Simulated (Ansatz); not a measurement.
**C2H6GaO radical: a ladder of functionals and wavefunction methods**

An exercise on one series of results from a longer session: the logs are not shown, and one member is left open.

Computed with Ansatz 0.2.0, Gaussian basis. Level: functionals in def2-TZVPP, the program's frozen cores in correlated methods.

Levels to be run: PBE-D4, r2SCAN-D4, PBE0-D4, B3LYP-D4, ωB97X-V, ωB97M-V, B2PLYP; CCSD(T)/def2-TZVPP; MP2/def2-QZVPP; extrapolation to the limit.

## Structure used throughout

All runs share one geometry, relaxed beforehand with PBE0-D4 in a triple-zeta def2 set.

SMILES `[CH3][Ga]([CH3])[O]`, 10 atoms, charge 0, spin multiplicity 2.

Atoms are counted from 1 here; the program's logs count them from 0.

Bond lengths: C1–Ga2 1.961 Å, C1–H5 1.092 Å, C1–H6 1.090 Å, C1–H7 1.092 Å, Ga2–C3 1.961 Å, Ga2–O4 1.806 Å, C3–H8 1.092 Å, C3–H9 1.090 Å, C3–H10 1.092 Å. Angles: Ga2–C1–H5 110.0°, Ga2–C1–H6 111.2°, Ga2–C1–H7 110.0°, H5–C1–H6 108.9°, H5–C1–H7 107.7°, H6–C1–H7 108.9°, C1–Ga2–C3 130.3°, C1–Ga2–O4 114.9°, C3–Ga2–O4 114.9°, Ga2–C3–H8 110.0°, Ga2–C3–H9 111.2°, Ga2–C3–H10 110.0°, H8–C3–H9 108.9°, H8–C3–H10 107.7°, H9–C3–H10 108.9°.

The first run:

Contents of in.yaml:

```yaml
crystal:
  periodic: [false, false, false]
  atoms:
    - {symbol: C, position_ang: [-0.210650, 1.565819, -0.842144]}
    - {symbol: Ga, position_ang: [-0.186196, -0.350135, -0.424727]}
    - {symbol: C, position_ang: [0.390119, -1.287156, 1.198726]}
    - {symbol: O, position_ang: [-0.790280, -1.422574, -1.746059]}
    - {symbol: H, position_ang: [-0.842162, 2.095757, -0.125497]}
    - {symbol: H, position_ang: [-0.590022, 1.745345, -1.847649]}
    - {symbol: H, position_ang: [0.797829, 1.978194, -0.764703]}
    - {symbol: H, position_ang: [1.441903, -1.072121, 1.400368]}
    - {symbol: H, position_ang: [0.262647, -2.364575, 1.098217]}
    - {symbol: H, position_ang: [-0.190289, -0.939952, 2.056465]}
basis:
  gaussian: {orbitals: def2-TZVPP}
magnetization: {spin_polarized: true, initial_magnetization: 1}
hamiltonian: {xc: pbe, dispersion: d4}
output: {forces: true, orbitals: {seedname: orbitals}}
```

Launch:

```bash
$ ansatz run in.yaml --threads 2 --pin off --events-out ev --progress --plain --max-ram 32768MiB --backend cpu
```

Among the steps run: PBE-D4 (GGA); r2SCAN-D4 (meta-GGA); PBE0-D4 (hybrid); B3LYP-D4 (hybrid); ωB97X-V (range-separated); ωB97M-V (range-separated); B2PLYP (double hybrid); CCSD(T) in def2-TZVPP; MP2 in def2-QZVPP.

One of the session's tables, all rows but one given; the rest of the session is left out.

It belongs to the step «Atomisation energies». 

```
            method  atomisation energy (kcal/mol)
            PBE-D4                          833.1
         r2SCAN-D4                          826.2
           PBE0-D4                              ?
          B3LYP-D4                          817.7
           ωB97X-V                          821.7
           ωB97M-V                          819.0
            B2PLYP                          810.7
     HF/def2-TZVPP                          608.0
    MP2/def2-TZVPP                          810.3
   CCSD/def2-TZVPP                          793.8
CCSD(T)/def2-TZVPP                          804.2
           MP2/CBS                          827.0
       CCSD(T)/CBS                          820.9
```

Q: Estimate the row for PBE0-D4 from the others.

The run gave: atomisation energy (kcal/mol): 820.0. In the column «atomisation energy (kcal/mol)» it lies between ωB97M-V (819.0) and CCSD(T)/CBS (820.9).
